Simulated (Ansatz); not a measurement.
# Si8HO16: the cost of one run

Computed with Ansatz 0.2.0 (DFT PBE+D3(BJ), scalar-relativistic, plane waves, PAW, unless a step's input says otherwise).

**1. The starting structure**

Symmetry: C2, No. 5, monoclinic system. Conventional cell: a = 14.091 Å, b = 14.091 Å, c = 6.963 Å, α = 90.00°, β = 90.00°, γ = 90.00°. Si (site symmetry 2) has 4 O at 1.62 Å as nearest neighbours. Around Si (site symmetry 1) lie 4 O at 1.62 to 1.63 Å. Si (site symmetry 2) is surrounded by 4 O at 1.63 Å. O (site symmetry 1) is surrounded by 2 Si at 1.62 Å. O (site symmetry 1) is surrounded by 2 Si at 1.63 Å. Only part of the 27 independent sites is listed.

Structure file:

```
Si O H
1.0
     9.96400    0.00000    0.00000
     0.00000    9.96400    0.00000
     0.00000    0.00000    6.96300
Si O H
16 32 2
Cartesian
  1.5010 1.5010 0.0000
  0.9711 3.9732 1.8384
  3.5146 3.5146 3.4815
  3.9732 0.9711 5.1246
  1.4596 6.3809 6.9368
  0.9409 8.8766 1.6647
  3.4100 8.3611 3.4512
  4.0105 5.9271 5.2786
  6.3809 1.4596 0.0262
  5.9271 4.0105 1.6844
  8.3611 3.4100 3.5118
  8.8766 0.9409 5.2983
  6.5375 6.5375 0.0000
  5.9345 8.9732 1.7817
  8.4535 8.4535 3.4815
  8.9732 5.9345 5.1813
  1.2827 0.4199 1.1811
  1.9500 3.7846 3.1246
  3.9151 4.3763 4.8024
  2.9910 1.3703 6.3497
  3.7846 1.9500 3.8384
  4.3763 3.9151 2.1606
  1.3703 2.9910 0.6133
  0.4199 1.2827 5.7819
  1.0764 5.4949 1.2818
  1.8813 8.4633 2.9216
  3.6785 9.4061 4.6659
  3.0301 6.1830 6.5542
  3.6197 6.8544 4.0074
  4.4023 8.6363 2.1962
  1.1789 7.9310 0.3667
  0.5736 6.0041 5.6238
  6.0041 0.5736 1.3392
  6.8544 3.6197 2.9556
  8.6363 4.4023 4.7668
  7.9310 1.1789 6.5963
  8.4633 1.8813 4.0414
  9.4061 3.6785 2.2971
  6.1830 3.0301 0.4088
  5.4949 1.0764 5.6812
  6.2384 5.5424 1.2475
  6.8965 8.6886 3.0648
  8.8094 9.3629 4.7855
  8.0714 6.3570 6.4652
  8.6886 6.8965 3.8982
  9.3629 8.8094 2.1775
  6.3570 8.0714 0.4978
  5.5424 6.2384 5.7155
  1.2018 1.2348 3.7806
  1.2348 1.2018 3.1824
```

The structure rests on an entry of the Crystallography Open Database; cell or positions may have been set otherwise for this series.

**2. Single point: Si16H2O32 defect cell, no spin**

input.yaml

```yaml
crystal:
  lattice:
    - [9.964, 0.0, 0.0]
    - [0.0, 9.964, 0.0]
    - [0.0, 0.0, 6.963]
  atoms:
    - { symbol: Si, position: [0.15063952, 0.15063952, 0.0] }
    - { symbol: Si, position: [0.09746469, 0.39875709, 0.26402367] }
    - { symbol: Si, position: [0.35273226, 0.35273226, 0.5] }
    - { symbol: Si, position: [0.39875709, 0.09746469, 0.73597633] }
    - { symbol: O, position: [0.12873375, 0.04214532, 0.16963194] }
    - { symbol: O, position: [0.19570507, 0.37982733, 0.44874021] }
    - { symbol: O, position: [0.39292391, 0.43921111, 0.68970395] }
    - { symbol: O, position: [0.30018288, 0.13752425, 0.91192462] }
    - { symbol: O, position: [0.37982733, 0.19570507, 0.55125979] }
    - { symbol: O, position: [0.43921111, 0.39292391, 0.31029605] }
    - { symbol: O, position: [0.13752425, 0.30018288, 0.08807538] }
    - { symbol: O, position: [0.04214532, 0.12873375, 0.83036806] }
    - { symbol: Si, position: [0.14648935, 0.64039291, 0.99623708] }
    - { symbol: Si, position: [0.0944306, 0.89086522, 0.23908434] }
    - { symbol: Si, position: [0.34223026, 0.83912753, 0.49564815] }
    - { symbol: Si, position: [0.40250217, 0.59485495, 0.7580892] }
    - { symbol: O, position: [0.10802723, 0.5514782, 0.18408368] }
    - { symbol: O, position: [0.18880871, 0.84938617, 0.41958479] }
    - { symbol: O, position: [0.36918222, 0.94400885, 0.67010615] }
    - { symbol: O, position: [0.30410329, 0.62052975, 0.94129358] }
    - { symbol: O, position: [0.36327616, 0.68791901, 0.57552606] }
    - { symbol: O, position: [0.44181692, 0.86675094, 0.31540648] }
    - { symbol: O, position: [0.11832025, 0.79596867, 0.0526693] }
    - { symbol: O, position: [0.05756796, 0.60257903, 0.80766777] }
    - { symbol: Si, position: [0.64039291, 0.14648935, 0.00376292] }
    - { symbol: Si, position: [0.59485495, 0.40250217, 0.2419108] }
    - { symbol: Si, position: [0.83912753, 0.34223026, 0.50435185] }
    - { symbol: Si, position: [0.89086522, 0.0944306, 0.76091566] }
    - { symbol: O, position: [0.60257903, 0.05756796, 0.19233223] }
    - { symbol: O, position: [0.68791901, 0.36327616, 0.42447394] }
    - { symbol: O, position: [0.86675094, 0.44181692, 0.68459352] }
    - { symbol: O, position: [0.79596867, 0.11832025, 0.9473307] }
    - { symbol: O, position: [0.84938617, 0.18880871, 0.58041521] }
    - { symbol: O, position: [0.94400885, 0.36918222, 0.32989385] }
    - { symbol: O, position: [0.62052975, 0.30410329, 0.05870642] }
    - { symbol: O, position: [0.5514782, 0.10802723, 0.81591632] }
    - { symbol: Si, position: [0.6561097, 0.6561097, 0.0] }
    - { symbol: Si, position: [0.59559674, 0.90056447, 0.25587868] }
    - { symbol: Si, position: [0.84840634, 0.84840634, 0.5] }
    - { symbol: Si, position: [0.90056447, 0.59559674, 0.74412132] }
    - { symbol: O, position: [0.62609824, 0.55623917, 0.17916725] }
    - { symbol: O, position: [0.69213671, 0.87200227, 0.44014815] }
    - { symbol: O, position: [0.8841265, 0.93967078, 0.68727779] }
    - { symbol: O, position: [0.81005445, 0.63799627, 0.92851066] }
    - { symbol: O, position: [0.87200227, 0.69213671, 0.55985185] }
    - { symbol: O, position: [0.93967078, 0.8841265, 0.31272221] }
    - { symbol: O, position: [0.63799627, 0.81005445, 0.07148934] }
    - { symbol: O, position: [0.55623917, 0.62609824, 0.82083275] }
    - { symbol: H, position: [0.12061171, 0.12392311, 0.54295439] }
    - { symbol: H, position: [0.12392311, 0.12061171, 0.45704561] }
scf:
  occupations: { method: gaussian, width: 0.02 }
output:
  stress: false
  eigenvalues: true
kpoints:
  mp_grid: { grid: [1, 1, 2] }
hamiltonian:
  xc: pbe
  dispersion: d3bj
```

On the command line:

```sh
$ ansatz run input.yaml --threads 4 --pin off --max-ram 20480MiB --backend cpu --events-out ev --progress --plain --runs-dir out
```

What time and memory should one allow on 4 threads of Arm Neoverse V2, shared host?

About 3.9 s, with a peak of 1.4 GiB.
